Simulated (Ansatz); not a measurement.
# Ta6H in Ansatz: reference runs

Aim: a first look at Ta6H with PBE, on the cell as given.

Everything below comes from runs of Ansatz 0.2.0. Logs are shortened: lines on timing, memory, paths and dates and some standing lists are left out, and cuts for length are marked.

## Step 1: The cell of the first run

The cell holds a slab with vacuum, 14 atoms: a = 5.720 Å, b = 5.720 Å, c = 23.421 Å, α = 90.00°, β = 90.00°, γ = 109.47°.

## Step 2: Single point, PBE

input.yaml

```yaml
crystal:
  lattice:
    - [5.720201715, 0.0, 0.0]
    - [-1.906733905, 5.3930578966, 0.0]
    - [0.0, 0.0, 23.4205251426]
  atoms:
    - { symbol: Ta, position: [0.25, 0.25, 0.3415807268] }
    - { symbol: Ta, position: [0.25, 0.75, 0.3415807268] }
    - { symbol: Ta, position: [0.75, 0.25, 0.3415807268] }
    - { symbol: Ta, position: [0.75, 0.75, 0.3415807268] }
    - { symbol: Ta, position: [0.5, 0.5, 0.4412908126] }
    - { symbol: Ta, position: [0.5, 0.0, 0.4412908126] }
    - { symbol: Ta, position: [0.0, 0.5, 0.4412908126] }
    - { symbol: Ta, position: [0.0, 0.0, 0.4412908126] }
    - { symbol: Ta, position: [0.75, 0.75, 0.5410008984] }
    - { symbol: Ta, position: [0.75, 0.25, 0.5410008984] }
    - { symbol: Ta, position: [0.25, 0.75, 0.5410008984] }
    - { symbol: Ta, position: [0.25, 0.25, 0.5410008984] }
    - { symbol: H, position: [0.25, 0.25, 0.6528685864] }
    - { symbol: H, position: [0.25, 0.25, 0.6848917795] }
hamiltonian:
  xc: pbe
  pseudopotentials: { kind: paw }
kpoints:
  mp_grid: { grid: [5, 5, 1] }
scf:
  occupations: { method: fermi_dirac, width: 0.05 }
output:
  forces: true
  eigenvalues: true
efield:
  axis: 3
  dipole_correction: true
  ramp_width: 0.04
```

Potentials or basis: Ansatz PAW.

Started as:

```console
$ ansatz run input.yaml --threads 4 --pin off --max-ram 11264MiB --backend cpu --events-out ev --progress --plain --runs-dir out
```

What it wrote:

```text
Warning: RAYON_NUM_THREADS=4 ignored (pool sized by the plan → 4); use --threads N
Engine: ansatz 0.2.0, aarch64-unknown-linux-gnu
Pseudopotentials: kind: paw
Pseudopotential: Ta, paw, valence charge 13, recommended cutoff 420 eV (normal), Ta.paw.azcp
Pseudopotential: H, paw, valence charge 1, recommended cutoff 420 eV (normal), H.paw.azcp
Functional definition: PBE
  parameter kappa = 0.804
  parameter beta = 0.06672455060314922
  exchange = pbe_x(kappa = kappa, mu = beta*pi^2/3)
  correlation = pbe_c(beta = beta)
Crystal: 14 atoms, lattice volume = 722.509 Å³
Basis set: ecut = 420 eV, 14179 PW (Γ), exchange–correlation on 80×80×320 points (8 copies of the dense FFT grid, shifted against one another)
Bands: 95, of which v1, the nominal top of the filled ones, is band 79 counted from 1 (78 counted from 0)
Symmetry: 4 space group operations
Space group: Cmm2 (ITA 35), of the structure as read, at distance tolerance 9.0e-5 Å
k-points: 9 of 25
Non-local potential: Ta, projectors of the file, l = 0: 3, l = 1: 2, l = 2: 2, l = 3: 1
Non-local potential: H, projectors of the file, l = 0: 2, l = 1: 1
PAW form: soft (Blöchl's): semilocal exchange-correlation on the pseudo side does not see the compensation charge
PAW one-centre angular grid: Ta, 590 points (default); XC on 64 Gauss nodes
PAW one-centre angular grid: H, 110 points (default); XC on 64 Gauss nodes
Initial density: superposition of atomic densities (neutral atoms: chi_scale 0, normalization atom), corrected by the library's trained network
Initial wavefunctions: pseudopotential atomic-orbital guess
Functional: x = pbe(κ = 0.804, μ = 0.2195149727645171), c = pbe(β = 0.06672455060314922)
SCF iter   1: F=—  HF=-119209.587624 eV  |F-HF|=—  |Δ(HF+E_count)|=         —  Δρ=3.45e-3  dr2=4.67e-1  ethr=1.77e-3  p=0.030 e·Å  D=7.55e-3 V/Å  ΔV_dip=-0.18 eV  dr2_dipole=1.09e-1  V_vac-E_F(+/−)=4.65/4.82 eV  ⟨swp⟩=10.2  Hψ=3828  notcnv=0  defer=6
efield: sawtooth ramp at fractional position 0.9932 (placed from the atoms, in the widest stretch of the axis that holds none; the zero of the levels goes with the place), width 0.0400; the density the first Hamiltonian is built on has a dipole p = 0.030 e·Å; the dipole correction subtracts the counter field D = 7.55e-3 V/Å, which shifts the + side's vacuum level by -0.18 eV against the − side's; the planar-averaged density in the ramp window peaks in size at 4.4e-5 e/Å³
preconditioner: auto → LDOS  [metal: Δε(μ)=0.048 eV  Ē_g=3.611 eV  σ=0.050 eV  W_gap=0.23  n_scr=106 (ndim 8)  ℏωp=10.9 eV  f_vac=0.588  D(μ)=13.45/eV (n_scr^D=74)  β→1.0]
SCF iter   2: F=—  HF=-119209.554931 eV  |F-HF|=—  |Δ(HF+E_count)|=   3.27e-2  Δρ=1.23e-3  dr2=2.52e-2  ethr=2.95e-4  p=0.063 e·Å  D=1.59e-2 V/Å  ΔV_dip=-0.37 eV  dr2_dipole=4.22e-4  V_vac-E_F(+/−)=4.43/4.80 eV  ⟨swp⟩=3.9  Hψ=1408  notcnv=0  defer=29
SCF iter   3: F=—  HF=-119209.554267 eV  |F-HF|=—  |Δ(HF+E_count)|=   6.64e-4  Δρ=3.38e-4  dr2=2.77e-3  ethr=1.59e-5  p=0.071 e·Å  D=1.77e-2 V/Å  ΔV_dip=-0.41 eV  dr2_dipole=2.89e-5  V_vac-E_F(+/−)=4.43/4.84 eV  ⟨swp⟩=3.0  Hψ=1505  notcnv=0  defer=29
SCF iter   4: F=—  HF=-119209.554216 eV  |F-HF|=—  |Δ(HF+E_count)|=   5.08e-5  Δρ=1.22e-4  dr2=2.31e-4  ethr=1.75e-6  p=0.072 e·Å  D=1.81e-2 V/Å  ΔV_dip=-0.42 eV  dr2_dipole=3.58e-7  V_vac-E_F(+/−)=4.42/4.84 eV  ⟨swp⟩=2.7  Hψ=1401  notcnv=0  defer=29
SCF iter   5: F=—  HF=-119209.554226 eV  |F-HF|=—  |Δ(HF+E_count)|=   9.75e-6  Δρ=3.65e-5  dr2=1.34e-5  ethr=1.46e-7  p=0.073 e·Å  D=1.82e-2 V/Å  ΔV_dip=-0.43 eV  dr2_dipole=3.83e-7  V_vac-E_F(+/−)=4.42/4.84 eV  ⟨swp⟩=2.3  Hψ=1378  notcnv=0  defer=29
SCF iter   6: F=—  HF=-119209.553793 eV  |F-HF|=—  |Δ(HF+E_count)|=   4.33e-4  Δρ=1.17e-5  dr2=1.30e-6  ethr=8.48e-9  p=0.073 e·Å  D=1.83e-2 V/Å  ΔV_dip=-0.43 eV  dr2_dipole=8.08e-10  V_vac-E_F(+/−)=4.42/4.85 eV  ⟨swp⟩=2.3  Hψ=1357  notcnv=0  defer=29
SCF iter   7: F=-119209.553794 eV  HF=-119209.553794 eV  |F-HF|=9.45e-8  |Δ(HF+E_count)|=   9.53e-7  Δρ=2.33e-6  dr2=5.66e-8  ethr=6.33e-11  p=0.073 e·Å  D=1.83e-2 V/Å  ΔV_dip=-0.43 eV  dr2_dipole=3.00e-9  V_vac-E_F(+/−)=4.42/4.85 eV  ⟨swp⟩=17.1  Hψ=4766  notcnv=0
SCF 1 converged in 7 iterations: F = -119209.553794 eV  dr2 = 5.66e-8
SCF converged after 7 iterations
Free energy (F): -119209.553794 eV
Harris-Foulkes:  -119209.553794 eV  (|F-HF|=9.45e-8)
Internal energy: -119209.444135 eV  (E = F + TS)
E sigma→0 (E₀):  -119209.498965 eV
Entropy (-TS):   -0.109659 eV (-7.833 meV/atom)
Fermi energy:    2.592592 eV
Dipole field:    D = 0.018353 V/Å  (p = 0.073280 e·Å, saw-weighted, corrected)
Work function:   Φ+ = 4.4165 eV   Φ− = 4.8463 eV
Levels:          The Fermi level and band energies are counted from a zero that moves with the ramp; work functions are not
--- Per-component energies (eV) ---
  E_band       = -3778.928565
  E_kinetic    = 4391.149746
  E_local      = -147454.446472  (includes V_loc(G=0)·N_el)
  E_nonlocal   = 181.336720
  E_hartree    = 71450.341541
  E_xc         = -2623.384897
  E_vxc        = -2450.189703  (∫ρ·V_xc dr)
  E_paw        = -100757.518105  (= ΣΔE_a)
  E_vpaw       = -1352.186840  (= ΣTr[D̂ρ^β])
  E_aug_tail   = -0.000751  (compensation charges beyond the density's cutoff)
  E_efield     = 0.000672  (sawtooth field / dipole correction)
  E_vefield    = 4.691804  (∫n·V_field dr)
  E_ewald      = 55603.077409
  E_smearing   = -0.109659  (= −TS)
  E_closure    = -0.000000  (closes the sum)
  Σ components = -119209.553794   (vs F -119209.553794, Δ=0.00e0)
--- Forces (eV/Å), atoms counted from 1 ---
  atom   1  Ta     0.00000000    -0.00000000     0.32112439
  atom   2  Ta     0.00000000     0.00000000     0.32471328
  atom   3  Ta     0.00000000    -0.00000000     0.32471328
  atom   4  Ta     0.00000000     0.00000000     0.29475809
  atom   5  Ta     0.00474248     0.00670688     0.00957841
  atom   6  Ta     0.00340175    -0.00240540     0.02410417
  atom   7  Ta    -0.00340175     0.00240540     0.02410417
  atom   8  Ta    -0.00474248    -0.00670688     0.00957841
  atom   9  Ta    -0.00000000     0.00000000    -0.38758961
  atom  10  Ta     0.00000000     0.00000000    -0.40753388
  atom  11  Ta     0.00000000     0.00000000    -0.40753388
  atom  12  Ta     0.00000000    -0.00000000    -0.34315314
  atom  13  H      0.00000000     0.00000000    -0.09624997
  atom  14  H      0.00000000     0.00000000     0.30930000
  max |Σ_I F_I| component: 8.63e-5 eV/Å
--- Band table (eV; the first three rows and the last of 9) ---
  k-point 0: bands = ["-64.9056", "-64.8987", "-64.8448", "-64.8443", "-64.8439", "-64.8351", "-64.8037", "-64.7984", "-64.6223", "-64.5725", "-64.5680", "-64.5240", "-31.8809", "-31.8693", "-31.8687", "-31.8194", "-31.8148", "-31.7812", "-31.7790", "-31.7775", "-31.7773", "-31.5860", "-31.5503", "-31.5330", "-31.4991", "-31.4454", "-31.4427", "-31.4269", "-31.3757", "-31.2641", "-31.2633", "-31.1175", "-31.1174", "-31.1075", "-31.0774", "-31.0216", "-30.9519", "-30.9505", "-30.9436", "-30.8811", "-30.8537", "-30.8521", "-30.8327", "-30.8298", "-30.7144", "-30.7133", "-30.7119", "-30.6623", "-4.7077", "-3.7763", "-2.9983", "-1.9759", "-1.3983", "-1.3982", "-1.2497", "-1.2473", "-1.2399", "-0.8960", "-0.7415", "-0.4226", "-0.4183", "-0.3891", "0.9598", "1.0638", "1.0648", "1.0718", "1.0721", "1.1245", "1.1273", "1.1607", "1.6966", "1.8581", "2.1854", "2.3545", "2.3631", "2.4578", "2.7412", "2.9708", "3.1443", "3.1513", "3.6024", "3.7493", "3.8500", "3.9206", "4.1764", "4.1843", "4.3772", "5.0925", "5.1726", "5.1767", "5.2164", "5.8449", "5.9305", "5.9569", "6.0700"]
  k-point 1: bands = ["-64.8997", "-64.8933", "-64.8499", "-64.8477", "-64.8402", "-64.8341", "-64.8075", "-64.8024", "-64.6174", "-64.5757", "-64.5653", "-64.5284", "-31.8463", "-31.8337", "-31.8034", "-31.7957", "-31.7752", "-31.7672", "-31.7509", "-31.7368", "-31.6951", "-31.5684", "-31.5523", "-31.5423", "-31.4843", "-31.4797", "-31.4521", "-31.4185", "-31.3891", "-31.2765", "-31.2437", "-31.1375", "-31.1171", "-31.1063", "-31.0892", "-31.0874", "-31.0161", "-30.9486", "-30.9121", "-30.8881", "-30.8873", "-30.8756", "-30.8696", "-30.8536", "-30.7745", "-30.7700", "-30.7118", "-30.6882", "-4.3990", "-3.7469", "-2.7060", "-1.6456", "-1.6304", "-1.2127", "-1.1373", "-1.0281", "-0.9739", "-0.6510", "-0.5965", "-0.3625", "-0.1014", "-0.0327", "0.9852", "1.0533", "1.1602", "1.1857", "1.2067", "1.2109", "1.3113", "1.3460", "1.5297", "1.8890", "2.0480", "2.1041", "2.1517", "2.3157", "2.6861", "2.7248", "2.8556", "3.0798", "3.2387", "3.3630", "3.4171", "3.4507", "3.5240", "4.0183", "4.4367", "4.4845", "4.5440", "5.1881", "5.3851", "5.5573", "5.6419", "5.7481", "5.7997"]
  k-point 2: bands = ["-64.8843", "-64.8789", "-64.8651", "-64.8612", "-64.8301", "-64.8252", "-64.8175", "-64.8127", "-64.6044", "-64.5884", "-64.5542", "-64.5400", "-31.7893", "-31.7466", "-31.7399", "-31.7340", "-31.7333", "-31.6925", "-31.6916", "-31.6335", "-31.6185", "-31.5693", "-31.5214", "-31.5013", "-31.4887", "-31.4753", "-31.3905", "-31.3700", "-31.3491", "-31.3260", "-31.2977", "-31.2702", "-31.2396", "-31.1725", "-31.1567", "-31.0322", "-31.0244", "-30.9852", "-30.9520", "-30.9385", "-30.9186", "-30.9152", "-30.9064", "-30.9024", "-30.8747", "-30.8588", "-30.7087", "-30.7020", "-3.8087", "-3.4677", "-2.4328", "-1.9689", "-1.3358", "-0.8372", "-0.5666", "-0.5171", "-0.4136", "-0.2930", "-0.2914", "-0.0259", "0.5572", "0.7033", "0.9166", "0.9591", "1.0805", "1.1091", "1.2280", "1.2550", "1.4790", "1.6721", "1.8088", "1.8367", "1.8944", "1.9299", "2.0008", "2.0673", "2.1791", "2.2968", "2.3252", "2.5035", "2.5284", "2.5632", "2.9246", "3.1642", "3.3148", "3.8068", "4.0099", "4.0939", "4.3402", "4.4548", "4.8377", "4.8726", "4.9217", "5.5780", "5.6881"]
  k-point 8: bands = ["-64.8707", "-64.8648", "-64.8449", "-64.8445", "-64.8439", "-64.8387", "-64.8352", "-64.8326", "-64.5887", "-64.5724", "-64.5679", "-64.5581", "-31.7246", "-31.6496", "-31.6472", "-31.6463", "-31.6439", "-31.6431", "-31.5367", "-31.5163", "-31.5154", "-31.5024", "-31.4855", "-31.4522", "-31.4482", "-31.4456", "-31.3574", "-31.2908", "-31.2802", "-31.2769", "-31.2650", "-31.2636", "-31.2634", "-31.2270", "-31.1987", "-31.1958", "-31.1654", "-31.1543", "-31.1541", "-30.9985", "-30.9754", "-30.9497", "-30.9467", "-30.9331", "-30.9296", "-30.9080", "-30.8963", "-30.8539", "-3.7659", "-3.0960", "-1.8337", "-1.5216", "-0.9729", "-0.9718", "-0.5521", "-0.5426", "-0.1722", "-0.1651", "-0.1355", "0.5745", "0.7857", "0.7905", "1.2050", "1.2061", "1.2159", "1.2831", "1.2918", "1.6779", "1.8435", "1.9548", "1.9600", "2.0822", "2.0924", "2.2206", "2.2388", "2.3060", "2.4413", "2.7022", "2.7401", "2.7443", "2.8260", "2.8325", "2.8611", "2.9028", "3.4665", "3.4697", "3.6117", "3.7713", "4.0434", "4.0987", "4.2918", "4.3075", "4.4657", "4.7613", "4.7740"]
```

Wall time 24 s (4 threads of Arm Neoverse N1, shared host); peak memory 1.6 GiB.

What came out:

```
Free energy                     : -119209.5538 eV
Largest force                   : 0.408 eV/Å
Band gap on the k mesh          : none (metal or under the smearing width)
Work function of the upper face : 4.42 eV
Work function of the lower face : 4.85 eV
Dipole across the slab          : 0.073 e·Å
```

Forces on the atoms (eV/Å):
```
Ta   0.000  0.000  0.321
Ta   0.000  0.000  0.325
Ta   0.000  0.000  0.325
Ta   0.000  0.000  0.295
Ta   0.005  0.007  0.010
Ta   0.003 -0.002  0.024
Ta  -0.003  0.002  0.024
Ta  -0.005 -0.007  0.010
Ta   0.000  0.000 -0.388
Ta   0.000  0.000 -0.408
Ta   0.000  0.000 -0.408
Ta   0.000  0.000 -0.343
H    0.000  0.000 -0.096
H    0.000  0.000  0.309
```
